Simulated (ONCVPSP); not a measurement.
**Pseudopotential generation for Re: ONCV, PBE**

Task: generate the file, and judge it by its errors in other configurations, its logarithmic derivatives, its ghosts and its cutoff.

Method: ONCVPSP 4.0.1, PBE, scalar-relativistic.

## 1. The atom and the settings

The settings as typed:

```json
{"element": "rhenium (Re, Z = 75)", "type": "optimised norm-conserving Vanderbilt (ONCV)", "frozen core": "[Kr] 4d10 4f14", "valence charge": "15", "reference configuration": "5s2 5p6 5d5 6s2", "partial waves": "5s+6s: rc 1.65 bohr, ncon 4, nbas 8, qcut 9.7 1/bohr, 2 projectors; 5p: rc 1.65 bohr, ncon 4, nbas 7, qcut 8.8 1/bohr, 2 projectors, debl 3.6 Ha; 5d: rc 1.75 bohr, ncon 3, nbas 6, qcut 5.5 1/bohr, 3 projectors, debl 0.7 Ha", "local potential": "polynomial inside 1.65 bohr (lpopt 5, dvloc0 0 Ha)", "core correction": "Teter function, fcfact 5.5, rcfact 1.7"}
```

The outer shells as boxes (Hund's rule for the drawing; the calculation is spin-unpolarised):

```
[Kr] core
4d [↑↓][↑↓][↑↓][↑↓][↑↓]
4f [↑↓][↑↓][↑↓][↑↓][↑↓][↑↓][↑↓]
5s [↑↓]
5p [↑↓][↑↓][↑↓]
5d [↑ ][↑ ][↑ ][↑ ][↑ ]
6s [↑↓]
```

The nodes and maxima of the atom's own shells, from an earlier all-electron run, set the scale for the radii.

All-electron outer shells of the reference configuration (PBE, scalar-relativistic, ld1.x):

| shell | level (eV) | outermost node (bohr) | outermost maximum (bohr) |
| --- | --- | --- | --- |
| 5s | -85.25 | 0.52 | 0.93 |
| 5p | -47.01 | 0.56 | 1.06 |
| 4f | -42.31 | – | 0.41 |
| 6s | -5.94 | 1.24 | 2.57 |
| 5d | -5.37 | 0.62 | 1.41 |
| 6p | -1.32 | 1.48 | 3.65 |

## 2. The generation run

The input, Re.dat:

```
# ATOM AND REFERENCE CONFIGURATION
# atsym  z   nc   nv     iexc    psfile
  Re 75.00   10    4        4      upf
#
#   n    l    f
    1    0    2.00
    2    0    2.00
    2    1    6.00
    3    0    2.00
    3    1    6.00
    3    2   10.00
    4    0    2.00
    4    1    6.00
    4    2   10.00
    4    3   14.00
    5    0    2.00
    5    1    6.00
    5    2    5.00
    6    0    2.00
#
# PSEUDOPOTENTIAL AND OPTIMIZATION
# lmax
    2
#
#   l,   rc,      ep,       ncon, nbas, qcut
    0    1.65    0.00    4    8    9.70
    1    1.65    0.00    4    7    8.80
    2    1.75    0.00    3    6    5.50
#
# LOCAL POTENTIAL
# lloc, lpopt,  rc(5),   dvloc0
    4    5    1.65    0.00
#
# VANDERBILT-KLEINMAN-BYLANDER PROJECTORs
# l, nproj, debl
    0    2    2.80
    1    2    3.60
    2    3    0.70
#
# MODEL CORE CHARGE
# icmod, fcfact, rcfact
    3    5.50    1.70
#
# LOG DERIVATIVE ANALYSIS
# epsh1, epsh2, depsh
   -5.00    5.00    0.04
#
# OUTPUT GRID
# rlmax, drl
    6.00    0.01
#
# TEST CONFIGURATIONS
# ncnf
    4
# nvcnf
#   n    l    f
    4
    5    0    2.00
    5    1    6.00
    5    2    5.00
    6    0    1.00
#
    4
    5    0    2.00
    5    1    6.00
    5    2    5.00
    6    0    0.00
#
    4
    5    0    2.00
    5    1    6.00
    5    2    4.00
    6    0    0.00
#
    4
    5    0    2.00
    5    1    6.00
    5    2    4.00
    6    0    2.00
#
```

Started as:

```
$ oncvpsp.x < Re.dat > Re.out
```

Q: Predict the outcome of this session. Wanted: cutoffs for 1 and 0.1 mHa per electron, occupied waves; bound ghosts; GHOST(+) flags; largest test error; largest phase difference near zero energy, channels read; rms error of d²Exc/dn², without and with the model core.

**Answer**, as computed:

```
                                                quantity                         value
  cutoffs for 1 and 0.1 mHa per electron, occupied waves               27 Ha and 33 Ha
                                            bound ghosts              d at -2156.22 eV
                                          GHOST(+) flags                   s at 425 eV
                            largest test error (AE − PS)  -86 meV, for 5s2 5p6 5d4 6s0
largest phase difference near zero energy, channels read                     0.000 rad
 rms error of d²Exc/dn², without and with the model core             5.91 and 4.10 mHa
```

**Reading.** A bound ghost (d) makes it unfit for use: electrons can fall into a state that the atom doesn't have. By total energies transferability is fair: the largest error is 86 meV on 52.7 eV, for 5s2 5p6 5d4 6s0. That test lies far up in energy; among those under 40 eV, nearer to bonding, the largest error is 38 meV. The potential is of middling hardness: the looser tolerance needs 27 Ha. Near zero energy the phases of the channels with partial waves agree within 0.001 rad. The program also flags highly localised states, GHOST(+) (s). Note that the frozen 4f shell (-42 eV) lies higher than the valence 5s shell (-85 eV). These are tests on the free atom; a crystal test is still owed.
